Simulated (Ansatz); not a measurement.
# CH9BGeSi: the cost of one run

Program: Ansatz 0.2.0. Level of theory: RHF/def2-SVP. These are calculated values, not measurements.

### 1 The starting structure

Bond lengths: C1–B2 1.541 Å, B2–Ge3 1.986 Å, Ge3–Si4 2.317 Å, C1–H5 1.110 Å, C1–H6 1.089 Å, C1–H7 1.141 Å, B2–H8 1.135 Å, Ge3–H9 1.609 Å, Ge3–H10 1.560 Å, Si4–H11 1.455 Å, Si4–H12 1.519 Å, Si4–H13 1.351 Å. Angles (14 of 21 angles, heavy atoms first): C1–B2–Ge3 118.3°, B2–Ge3–Si4 111.7°, C1–B2–H8 122.4°, Ge3–B2–H8 119.3°, B2–C1–H5 112.6°, B2–C1–H6 114.7°, B2–C1–H7 109.6°, B2–Ge3–H9 110.4°, B2–Ge3–H10 110.9°, Si4–Ge3–H9 109.3°, Si4–Ge3–H10 107.5°, Ge3–Si4–H11 108.5°, Ge3–Si4–H12 106.2°, Ge3–Si4–H13 112.5°.

As a file:

```xyz
13

C    -1.1528    1.8338   -0.7622
B    -1.0707    0.6260    0.1915
Ge    0.7253   -0.0051    0.7577
Si    1.1359   -2.1715    0.0461
H    -0.7513    2.7637   -0.3077
H    -0.6710    1.6851   -1.7270
H    -2.2461    2.0757   -0.9812
H    -1.9936    0.0763    0.5588
H     0.8639    0.0651    2.3592
H     1.8466    0.9045    0.1670
H     0.9486   -2.2269   -1.3953
H     0.0442   -3.0327    0.6580
H     2.3415   -2.6286    0.4499
```

### 2 End point A

input.yaml

```yaml
crystal:
  periodic: [false, false, false]
  atoms:
    - { symbol: C, position_ang: [-1.1528, 1.8338, -0.7622] }
    - { symbol: B, position_ang: [-1.0707, 0.626, 0.1915] }
    - { symbol: Ge, position_ang: [0.7253, -0.0051, 0.7577] }
    - { symbol: Si, position_ang: [1.1359, -2.1715, 0.0461] }
    - { symbol: H, position_ang: [-0.7513, 2.7637, -0.3077] }
    - { symbol: H, position_ang: [-0.671, 1.6851, -1.727] }
    - { symbol: H, position_ang: [-2.2461, 2.0757, -0.9812] }
    - { symbol: H, position_ang: [-1.9936, 0.0763, 0.5588] }
    - { symbol: H, position_ang: [0.8639, 0.0651, 2.3592] }
    - { symbol: H, position_ang: [1.8466, 0.9045, 0.167] }
    - { symbol: H, position_ang: [0.9486, -2.2269, -1.3953] }
    - { symbol: H, position_ang: [0.0442, -3.0327, 0.658] }
    - { symbol: H, position_ang: [2.3415, -2.6286, 0.4499] }
basis:
  gaussian: { orbitals: def2-SVP }
hamiltonian:
  xc: hf
relax:
  f_tol: 0.02
  max_steps: 50
```

The run is started by

```console
> ansatz run input.yaml --threads 2 --pin off --max-ram 3072MiB --backend cpu --events-out ev --progress --plain --runs-dir out
```

Q: Estimate wall time and peak memory on 2 threads of Arm Neoverse V1, shared host.

About 47 s, with a peak of 0.29 GiB.
